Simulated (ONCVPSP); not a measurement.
# Lithium: generating and testing an ONCV potential

Aim: build the potential from the settings below, then test how well it stands in for the atom: other configurations, scattering, ghost states and the plane-wave cutoff that it needs.

The numbers are computed with ONCVPSP 4.0.1 (LDA (Perdew-Wang 92), non-relativistic, spin-unpolarised reference atom).

### 1 The atom and the settings

The settings as typed:

| Item | Value |
| --- | --- |
| element | lithium (Li, Z = 3) |
| type | optimised norm-conserving Vanderbilt (ONCV) |
| frozen core | [He] |
| valence charge | 1 |
| reference configuration | 2s0.5 2p0.5 |
| partial waves | 2s: rc 3.45 bohr, ncon 3, nbas 7, qcut 1.8 1/bohr, 2 projectors, debl 3.2 Ha; 2p: rc 4.00 bohr, ncon 5, nbas 8, qcut 2.1 1/bohr, 2 projectors, debl 1.9 Ha; d scattering state at 0.34 Ha: rc 3.40 bohr, ncon 5, nbas 8, qcut 2.4 1/bohr, 2 projectors, debl 2 Ha |
| local potential | polynomial inside 2.30 bohr (lpopt 5, dvloc0 6 Ha) |
| core correction | not asked for |

The nodes and maxima of the atom's own shells, from an earlier all-electron run, set the scale for the radii.

All-electron outer shells of the reference configuration (LDA (PZ), non-relativistic, ld1.x):

```tsv
shell	level (eV)	outermost node (bohr)	outermost maximum (bohr)
1s	-51.84	–	0.36
2s	-3.13	0.84	3.08
2p	-1.38	–	3.86
```

### 2 Generating the potential

Li.dat

```
# ATOM AND REFERENCE CONFIGURATION
# atsym  z   nc   nv     iexc    psfile
  Li 3.00    1    2  -001012      upf
#
#   n    l    f
    1    0    2.00
    2    0    0.50
    2    1    0.50
#
# PSEUDOPOTENTIAL AND OPTIMIZATION
# lmax
    2
#
#   l,   rc,      ep,       ncon, nbas, qcut
    0    3.45    0.00    3    7    1.80
    1    4.00    0.00    5    8    2.10
    2    3.40    0.34    5    8    2.40
#
# LOCAL POTENTIAL
# lloc, lpopt,  rc(5),   dvloc0
    4    5    2.30    6.00
#
# VANDERBILT-KLEINMAN-BYLANDER PROJECTORs
# l, nproj, debl
    0    2    3.20
    1    2    1.90
    2    2    2.00
#
# MODEL CORE CHARGE
# icmod, fcfact, rcfact
    0    0.00    0.00
#
# LOG DERIVATIVE ANALYSIS
# epsh1, epsh2, depsh
   -2.00    5.00    0.02
#
# OUTPUT GRID
# rlmax, drl
    6.00    0.01
#
# TEST CONFIGURATIONS
# ncnf
    3
# nvcnf
#   n    l    f
    2
    2    0    1.00
    2    1    0.00
#
    2
    2    0    0.50
    2    1    0.00
#
    2
    2    0    0.00
    2    1    1.00
#
```

On the command line:

```bash
$ oncvpspnr.x < Li.dat > Li.out
```

**Question.** What will these runs give? Wanted: cutoffs for 1 and 0.1 mHa per electron, occupied waves; bound ghosts; GHOST(+) flags; largest test error; largest phase difference near zero energy, channels read.

**Answer**, as computed:

| quantity | value |
| --- | --- |
| cutoffs for 1 and 0.1 mHa per electron, occupied waves | 1.8 Ha and 5.0 Ha |
| bound ghosts | p at -281.01 eV |
| GHOST(+) flags | s at 82 eV, p at 56 eV, p at 346 eV |
| largest test error (AE − PS) | +3.2 meV, for 2s0.5 2p0 |
| largest phase difference near zero energy, channels read | 0.343 rad |

**Reading.** A bound ghost (p) makes it unfit for use: electrons can fall into a state that the atom doesn't have. By total energies transferability is very good: the largest error is 3.2 meV on 1.2 eV, for 2s0.5 2p0. Atomic tests can pass in spite of a ghost, since they solve only for the levels asked. The potential is soft on the atom at that tolerance: the looser tolerance needs 1.8 Ha. The tighter tolerance needs 5.0 Ha, and converged work needs a cutoff nearer that. At the looser tolerance the 2p wave is the slowest; 2s needs 1 Ha. Near zero energy the largest phase difference among the channels read is 0.34 rad, in the p channel. The program also flags highly localised states, GHOST(+) (s, p). All of this concerns the isolated atom, not yet a solid.
